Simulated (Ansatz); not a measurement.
**CH₄AlBO: basis-set convergence**

An exercise on one series of results from a longer session: the logs are not shown, and one member is left open.

The runs use Ansatz 0.2.0, Gaussian basis; one geometry, several basis sets.

The runs, in order: PBE0-D4/def2-SVP; ωB97M-V/def2-SVP; PBE0-D4/def2-QZVPP; ωB97M-V/def2-QZVPP; the functionals' def2-TZVPP values are taken from earlier runs.

1 further run of the same task is left out (it didn't finish).

## Structure used throughout

The geometry comes from an earlier relaxation with PBE0-D4 in a triple-zeta def2 set; it is a stationary point, not always the lowest conformer.

8 atoms, charge 0, spin multiplicity 1.

Atoms are counted from 1 here; the program's logs count them from 0.

Bond lengths: B1–Al2 2.117 Å, B1–H5 1.200 Å, B1–H6 1.200 Å, Al2–C3 1.948 Å, Al2–O4 1.983 Å, Al2–H7 1.585 Å, C3–O4 1.247 Å, C3–H8 1.105 Å. Angles: Al2–B1–H5 122.8°, Al2–B1–H6 122.4°, H5–B1–H6 114.8°, B1–Al2–C3 116.2°, B1–Al2–O4 113.9°, B1–Al2–H7 129.1°, C3–Al2–O4 37.0°, C3–Al2–H7 114.3°, O4–Al2–H7 109.6°, Al2–C3–O4 73.1°, Al2–C3–H8 169.8°, O4–C3–H8 117.2°, Al2–O4–C3 70.0°.

Geometry (Å):

| atom | x (Å) | y (Å) | z (Å) |
| --- | --- | --- | --- |
| B1 | -1.4153 | 1.0222 | 0.0904 |
| Al2 | 0.4892 | 0.2057 | 0.5255 |
| C3 | 1.1966 | -1.0639 | -0.7713 |
| O4 | 0.6426 | -1.7306 | 0.1247 |
| H5 | -2.4095 | 0.3537 | 0.0261 |
| H6 | -1.5792 | 2.1895 | -0.1334 |
| H7 | 1.5025 | 0.5903 | 1.6826 |
| H8 | 1.6653 | -1.6241 | -1.6002 |

The first run:

Contents of in.yaml:

```yaml
crystal:
  periodic: [false, false, false]
  atoms:
    - {symbol: B, position_ang: [-1.415348, 1.022153, 0.090439]}
    - {symbol: Al, position_ang: [0.489223, 0.205657, 0.525457]}
    - {symbol: C, position_ang: [1.196608, -1.063930, -0.771313]}
    - {symbol: O, position_ang: [0.642588, -1.730640, 0.124736]}
    - {symbol: H, position_ang: [-2.409538, 0.353730, 0.026077]}
    - {symbol: H, position_ang: [-1.579151, 2.189505, -0.133448]}
    - {symbol: H, position_ang: [1.502481, 0.590319, 1.682553]}
    - {symbol: H, position_ang: [1.665336, -1.624093, -1.600200]}
basis:
  gaussian: {orbitals: def2-SVP}
hamiltonian: {xc: pbe0, dispersion: d4}
output: {orbitals: {seedname: orbitals}}
```

On the command line:

```bash
> ansatz run in.yaml --threads 2 --pin off --events-out ev --progress --plain --max-ram 4352MiB
```

Steps of the session up to this table: PBE0-D4 in def2-SVP; ωB97M-V in def2-SVP; PBE0-D4 in def2-QZVPP; ωB97M-V in def2-QZVPP.

One of the session's tables, all rows but one given; the rest of the session is left out.

It belongs to the step «Functionals by basis». 

```
functional       basis  HOMO (eV)  LUMO (eV)
   PBE0-D4    def2-SVP      -7.23      -2.41
   PBE0-D4  def2-TZVPP      -7.23      -2.48
   PBE0-D4  def2-QZVPP      -7.24      -2.49
   ωB97M-V    def2-SVP          ?          ?
   ωB97M-V  def2-TZVPP      -9.44      -0.50
   ωB97M-V  def2-QZVPP      -9.45      -0.56
```

**Question.** Estimate the row for ωB97M-V, def2-SVP.

**Answer.** HOMO (eV): -9.40; LUMO (eV): -0.33. In the column «HOMO (eV)» it lies between ωB97M-V, def2-TZVPP (-9.44) and PBE0-D4, def2-QZVPP (-7.24).
